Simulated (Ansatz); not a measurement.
**HfHCl (quintet): the correlation ladder, def2-SVP**

One table from this session's results is given with a row withheld; the runs are named, their logs left out.

Computed with Ansatz 0.2.0, Gaussian basis. Level: def2-SVP, core rule «outside noble gas», up to 9 orbitals frozen.

The runs, in order: UHF; CCSD(T) on ROHF; CCSD(T) on UHF; CISD as a restricted active space (open shells left free, so some higher excitations enter); CCSDT(Q) on ROHF; CCSDT(Q) on UHF.

31 further runs of the same task are left out: 8 for a known fault of the program, 10 that didn't finish, 13 set aside as unsound or not needed. Runs told in other sessions of the task aren't counted.

## What is computed

The geometry is a PBE0/def2-TZVP stationary point (not a proven minimum) of the parent state, kept for this charge and spin. No spin-orbit coupling is included. Elements past krypton take def2 core potentials.

3 atoms, charge 0, spin multiplicity 5.

Atoms are counted from 1 here; the program's logs count them from 0.

Bond lengths: Hf1–Cl2 2.375 Å, Hf1–H3 1.924 Å. Angles: Cl2–Hf1–H3 180.0°.

The first run:

Input file in.yaml:

```yaml
crystal:
  periodic: [false, false, false]
  atoms:
    - {symbol: Hf, position_ang: [0.000000, 0.000000, 0.150300]}
    - {symbol: Cl, position_ang: [0.000000, 0.000000, -2.224700]}
    - {symbol: H, position_ang: [0.000000, 0.000000, 2.074400]}
basis:
  gaussian: {orbitals: def2-SVP}
magnetization: {spin_polarized: true, initial_magnetization: 4}
hamiltonian: {xc: hf}
output: {orbitals: {seedname: orbitals}}
```

Command:

```console
$ ansatz run in.yaml --threads 1 --pin off --events-out ev --progress --plain --max-ram 2393MiB
```

Steps of the session up to this table: UHF; CCSD(T) on ROHF; CCSD(T) on UHF; CISD as a restricted active space (open shells left free, so some higher excitations enter); CCSDT(Q) on ROHF; CCSDT(Q) on UHF.

One of the session's tables, all rows but one given; the rest of the session is left out.

| method | from RCCSDT(Q) (meV) |
| --- | --- |
| ROHF | +5340.3 |
| UHF | +5242.1 |
| RMP2 | +704.5 |
| UMP2 | +623.5 |
| RCCSD | +197.3 |
| UCCSD | +124.8 |
| RCCSD(T) | ? |
| UCCSD(T) | -9.6 |
| RCCSDT | +17.4 |
| UCCSDT | -38.7 |
| RCCSDT(Q) | 0 |
| UCCSDT(Q) | -53.2 |

Estimate the missing values for RCCSD(T).

**Answer.** from RCCSDT(Q) (meV): +61.2. In the column «from RCCSDT(Q) (meV)» it lies between RCCSDT (+17.4) and UCCSD (+124.8).

Not comparable, so not listed: CISD as a restricted active space (open shells left free, so some higher excitations enter) (they don't share determinant, frozen orbitals or solution with the rows shown, or repeat one).

Caveats from the session: Restricted and unrestricted rows rest on different reference determinants; a gap between their highest levels can come from leftover correlation error, from unlike frozen cores or from another state.
